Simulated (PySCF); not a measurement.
# From one method to the next for SiAs⁻

What do other methods print for SiAs⁻?

Method: method and basis as typed in the scripts; program: PySCF 2.14.0.

3 further runs of the same task are left out: 3 that didn't finish.

### Step 1. The starting structure

SiAs⁻: 2 atoms, charge -1, spin multiplicity 1.

Bond lengths: Si1–As2 2.510 Å.

### Step 2. Base script

input.py

```python
from pyscf import gto, dft

mol = gto.M(
    atom='Si 0 0 0; As 0 0 2.51',
    basis='sbkjc',
    ecp={'Si': 'sbkjc', 'As': 'sbkjc'},
    charge=-1,
    spin=0,
    verbose=4,
)
mf = dft.RKS(mol, xc='x3lyp')
mf.kernel()
g = mf.nuc_grad_method()
g.grid_response = True
g.kernel()
mf.dip_moment()
print('orbital energies (hartree):', mf.mo_energy[..., max(0, mol.nelec[1]-3):mol.nelec[0]+3].round(4))
```

Started as:

```console
python input.py
```

### Step 3. Blyp

Edit 1 changes functional: x3lyp → blyp.

input.py: that of step 2 with these lines changed.

```diff
@@ -10,3 +10,3 @@
 )
-mf = dft.RKS(mol, xc='x3lyp')
+mf = dft.RKS(mol, xc='blyp')
 mf.kernel()
```

### Step 4. MP2 (RHF)

Edit 2 changes step after the SCF: gradient → mp2; SCF type: RKS → RHF; functional: x3lyp → none (Hartree–Fock).

input.py: that of step 2 with these lines changed.

```diff
@@ -1,2 +1,2 @@
-from pyscf import gto, dft
+from pyscf import gto, scf, mp
 
@@ -10,7 +10,5 @@
 )
-mf = dft.RKS(mol, xc='x3lyp')
+mf = scf.RHF(mol)
 mf.kernel()
-g = mf.nuc_grad_method()
-g.grid_response = True
-g.kernel()
+mp.MP2(mf).kernel()
 mf.dip_moment()
```

### Step 5. CASCI (RHF)

Edit 3 changes step after the SCF: gradient → casci; SCF type: RKS → RHF; functional: x3lyp → none (Hartree–Fock); active space: none → 8 electrons in 6 orbitals.

input.py: that of step 2 with these lines changed.

```diff
@@ -1,2 +1,2 @@
-from pyscf import gto, dft
+from pyscf import gto, scf, mcscf
 
@@ -10,7 +10,7 @@
 )
-mf = dft.RKS(mol, xc='x3lyp')
+mf = scf.RHF(mol)
 mf.kernel()
-g = mf.nuc_grad_method()
-g.grid_response = True
-g.kernel()
+mc = mcscf.CASCI(mf, 6, 8)
+mc.kernel()
+mc.analyze()
 mf.dip_moment()
```

### Step 6. O3lyp

Edit 4 changes functional: x3lyp → o3lyp.

input.py: that of step 2 with these lines changed.

```diff
@@ -10,3 +10,3 @@
 )
-mf = dft.RKS(mol, xc='x3lyp')
+mf = dft.RKS(mol, xc='o3lyp')
 mf.kernel()
```

### Step 7. SCF alone

Edit 5 changes step after the SCF: gradient → none.

input.py: that of step 2 with these lines changed.

```diff
@@ -12,5 +12,2 @@
 mf.kernel()
-g = mf.nuc_grad_method()
-g.grid_response = True
-g.kernel()
 mf.dip_moment()
```

### Step 8. Pw6b95

Edit 6 changes functional: x3lyp → pw6b95.

input.py: that of step 2 with these lines changed.

```diff
@@ -10,3 +10,3 @@
 )
-mf = dft.RKS(mol, xc='x3lyp')
+mf = dft.RKS(mol, xc='pw6b95')
 mf.kernel()
```

Q: Predict the outcome of this session. Wanted: for each run, E(SCF); from base; gap; after the SCF.

As calculated:

| run | E(SCF) (hartree) | from base (eV) | cycles | gap (eV) | after the SCF |
| --- | --- | --- | --- | --- | --- |
| base | -10.058916 | 0 | 10 | 3.03 | n/a |
| blyp | -10.047057 | not comparable | 16 | 1.88 | n/a |
| MP2 (RHF) | -9.739833 | not comparable | 10 | 7.06 | MP2 correlation -3.520 eV |
| CASCI (RHF) | -9.739833 | not comparable | 10 | 7.06 | CASCI correlation -1.528 eV |
| o3lyp | -10.092112 | not comparable | 10 | 2.53 | n/a |
| SCF alone | -10.058916 | 0.0000 | 10 | 3.03 | n/a |
| pw6b95 | -10.059644 | not comparable | 11 | 3.34 | n/a |

The gap between the frontier levels is 1.9 eV with blyp (0 % exact exchange) and 3.3 eV with pw6b95 (28 %): exact exchange opens it. Total energies of different functionals can't be compared with each other; differences within one functional can.
